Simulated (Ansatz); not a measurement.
# GaC₂ (quartet): the correlation ladder, cc-pVDZ

One table from this session's results is given with a row withheld; the runs are named, their logs left out.

Method: cc-pVDZ, core rule «outside noble gas», up to 16 orbitals frozen; program: Ansatz 0.2.0, Gaussian basis.

Plan: UHF; CCSD(T) on ROHF; CCSD(T) on UHF; BCCD(T) on ROHF; CISD; CCSDT(Q) on ROHF; CCSDT(Q) on UHF.

27 further runs of the same task are left out: 2 for a known fault of the program, 7 that didn't finish, 18 set aside as unsound or not needed.

## What is computed

The geometry is a PBE0/def2-TZVP stationary point (not a proven minimum) of the parent state, kept for this charge and spin. No spin-orbit coupling is included. The filled d shell of Ga may be among the frozen orbitals whatever the setting's name suggests; the logs give the count.

3 atoms, charge 0, spin multiplicity 4.

Atoms are counted from 1 here; the program's logs count them from 0.

Bond lengths: C1–C3 1.237 Å, Ga2–C3 1.967 Å. Angles: C1–C3–Ga2 180.0°.

Set-up of the first run:

Input file in.yaml:

```yaml
crystal:
  periodic: [false, false, false]
  atoms:
    - {symbol: C, position_ang: [0.000000, 0.000000, 1.480033]}
    - {symbol: Ga, position_ang: [0.000000, 0.000000, -1.723467]}
    - {symbol: C, position_ang: [0.000000, 0.000000, 0.243433]}
basis:
  gaussian: {orbitals: cc-pVDZ}
magnetization: {spin_polarized: true, initial_magnetization: 3}
hamiltonian: {xc: hf}
output: {orbitals: {seedname: orbitals}}
```

Started as:

```console
ansatz run in.yaml --threads 1 --pin off --events-out ev --progress --plain --max-ram 2393MiB
```

Steps of the session up to this table: UHF; CCSD(T) on ROHF; CCSD(T) on UHF; BCCD(T) on ROHF; CISD; CCSDT(Q) on ROHF; CCSDT(Q) on UHF.

One of the session's tables, all rows but one given; the rest of the session is left out.

```
   method  from RCCSDT(Q) (kJ/mol)
      UHF                   +694.1
     RMP2                    +94.1
     UMP2                   +148.2
    RCCSD                        ?
    UCCSD                    +41.8
 RCCSD(T)                     +6.9
 UCCSD(T)                     +8.5
  BCCD(T)                     +7.1
   RCCSDT                     +4.0
   UCCSDT                     +2.4
RCCSDT(Q)                        0
UCCSDT(Q)                     -1.3
```

Q: Estimate the row for RCCSD from the others.

The run gave: from RCCSDT(Q) (kJ/mol): +44.0. In the column «from RCCSDT(Q) (kJ/mol)» it lies between UCCSD (+41.8) and RMP2 (+94.1).

Not comparable, so not listed: CISD (they don't share determinant, frozen orbitals or solution with the rows shown, or repeat one).

Limits of these values: Left out of the table: ROHF (another determinant or state than the rows shown). Restricted and unrestricted rows rest on different reference determinants; where their highest levels disagree by more than a few hundredths of an eV, they describe different states and don't form one ladder.
